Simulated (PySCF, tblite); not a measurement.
# C5H8O4Si: geometry, infrared bands and NMR shifts

What infrared bands and NMR shifts should C5H8O4Si (`C=C[C@@H]1OC(=O)O[C@H]1O[SiH3]`) show?

The runs use tblite 0.8.0 and PySCF 2.14.0, with density-fitted response routines of our own; the level of theory stands in each step. All values are computed, except where a source is named. Atoms count from 0, in the outputs and in this text.

**1. Starting geometry**

18 atoms, charge 0, multiplicity 1; geometry from: force field or distance geometry start.

Bonds of the start (Å): C0–C1 1.33, C1–C2 1.48, C2–O3 1.42, O3–C4 1.40, C4–O5 1.27, C4–O6 1.39, O6–C7 1.42, C7–O8 1.39, O8–Si9 1.70, C7–C2 1.50, C0–H10 1.11, C0–H11 1.08, C1–H12 1.08, C2–H13 1.11, C7–H14 1.12, Si9–H15 1.46, Si9–H16 1.48, Si9–H17 1.46.

**2. Relaxing the molecule with GFN2-xTB**

The job: settings as JSON, then the geometry in Å.

```
{"job": {"kind": "relax", "xc": "GFN2-xTB", "basis": "xTB"}, "charge": 0, "multiplicity": 1}
C     -1.831600     0.180600     1.498500
C     -1.719400     0.714500     0.286400
C     -0.719100     0.284600    -0.715300
O     -1.362100    -0.726600    -1.485100
C     -0.978700    -1.931100    -0.880400
O     -1.628700    -3.021200    -0.809400
O      0.304900    -1.768400    -0.359100
C      0.503900    -0.380100    -0.152400
O      1.670200     0.040000    -0.786400
Si     2.746200     0.814800     0.274800
H     -2.623300     0.588000     2.165900
H     -1.229900    -0.630600     1.883800
H     -2.398800     1.520700     0.044800
H     -0.465200     1.164500    -1.339500
H      0.512800    -0.118600     0.935700
H      3.704200    -0.086700     0.906200
H      3.518700     1.780700    -0.529900
H      1.987200     1.581400     1.255400
```

On the command line:

```bash
OMP_NUM_THREADS=1 python probes_run.py task.json out
```

The driver reads the jobs from task.json and runs them one after another.

**Question.** This job is followed by: GFN2-xTB harmonic vibrations, gas phase; GIAO PBE0/pcSseg-1 NMR shielding, non-relativistic, gas phase. Predict these results of the whole session: strongest single infrared mode (GFN2-xTB); zero-point energy (GFN2-xTB); ¹³C shifts against TMS (PBE0/pcSseg-1); ¹H shifts against TMS (PBE0/pcSseg-1, means over atoms taken as alike); ¹⁷O shifts against H2O (PBE0/pcSseg-1); ²⁹Si shifts against TMS (PBE0/pcSseg-1); surface potential, 1st and 99th percentile.

**Answer**, as computed:

| quantity | value |
| --- | --- |
| strongest single infrared mode (GFN2-xTB) | 1866 cm⁻¹, 684 km/mol |
| zero-point energy (GFN2-xTB) | 76.9 kcal/mol |
| ¹³C shifts against TMS (PBE0/pcSseg-1) | 158.8, 140.6, 123.8, 101.4, 88.9 ppm |
| ¹H shifts against TMS (PBE0/pcSseg-1, means over atoms taken as alike) | 6.14, 5.99, 5.74, 5.54, 4.89, 4.84 ppm |
| ¹⁷O shifts against H2O (PBE0/pcSseg-1) | 308.2, 196.7, 161.5, 71.4 ppm |
| ²⁹Si shifts against TMS (PBE0/pcSseg-1) | -41.2 ppm |
| surface potential, 1st and 99th percentile | -1.71 V and 1.51 V |

Relaxing lowered the energy by 1.354 eV in 208 steps; the close pair that moved most is C4–O5, from 1.271 to 1.183 Å. All 48 modes are real, so the xTB geometry is a minimum. The strongest single mode, at 1866 cm⁻¹, moves mainly C4 and O5. GFN2-xTB is a fitted tight-binding method: band positions and strengths are rough. Its intensities can rank the bands wrongly. The most deshielded carbon is C4 (carbonate carbon), at 158.8 ppm: it is a carbonyl in resonance with an O or N lone pair, the region of acids, esters and amides. H12 (hydrogen on an alkene CH) lies farthest downfield among hydrogen, at 6.14 ppm; attached to an sp2 carbon and in the plane of the double bond. At PBE0/pcSseg-1: The largest span, 435 ppm, is at O5, where the paramagnetic term is -370 ppm. By nearest atom (PBE0/pcSseg-1), the HOMO sits on C0, C1 about 30 % each; O8 8 % and the LUMO on C0, C1 about 31 % each; H10, H11, H12 about 9 % each.
